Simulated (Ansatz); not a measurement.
La6ZnCu:

```
La Zn Cu
1.0
     4.94686    0.00000    0.00000
     0.00000    4.94686    0.00000
     0.00000    0.00000    9.89002
La Zn Cu
6 1 1
Direct
  0.00000 0.50000 0.75228
  0.00000 0.50000 0.24772
  0.50000 0.00000 0.75228
  0.50000 0.00000 0.24772
  0.50000 0.50000 0.50000
  0.50000 0.50000 0.00000
  0.00000 0.00000 0.50000
  0.00000 0.00000 0.00000
```

The cell comes from a database or a generator and needn't be the stable form of this composition.

```yaml
Program: Ansatz 0.2.0
Task: single point
Functional: PBE
Potentials_or_basis: Ansatz PAW
Cutoff: "420 eV (not typed: the program's choice for these potentials)"
k_mesh: 6 × 6 × 3
Occupations: fermi-dirac, width 0.05 eV
Spin: no spin polarisation
```

On this cell: pressure 0.0 GPa; largest force 0.007 eV/Å; band gap on the k mesh none (metal or under the smearing width).

The same run follows on a disturbed copy (atoms moved at random, drawn with an rms of 0.05 Å):

```
CELL_PARAMETERS angstrom
4.94686 0.00000 0.00000
0.00000 4.94686 0.00000
0.00000 0.00000 9.89002
ATOMIC_POSITIONS crystal
La 0.00645 0.48632 0.75315
La 0.99355 0.49129 0.24513
La 0.49913 0.99007 0.74864
La 0.50283 0.00266 0.24845
La 0.49581 0.49247 0.50060
La 0.49950 0.50007 0.00386
Zn 0.99392 0.99285 0.49647
Cu 0.99134 0.99776 0.99752
```

Problem. What does the disturbed cell give?

Solution. The energy (extrapolated to zero smearing) moves by +1.1 meV/atom; pressure 0.0 GPa; largest force 0.154 eV/Å; band gap on the k mesh none (metal or under the smearing width).

Forces on the atoms (eV/Å):
```
La  -0.108 -0.021  0.044
La   0.071 -0.008  0.043
La   0.033  0.029  0.031
La  -0.016 -0.121  0.027
La   0.014  0.072 -0.053
La  -0.035  0.055 -0.139
Zn   0.021 -0.005  0.044
Cu   0.021  0.000  0.003
```
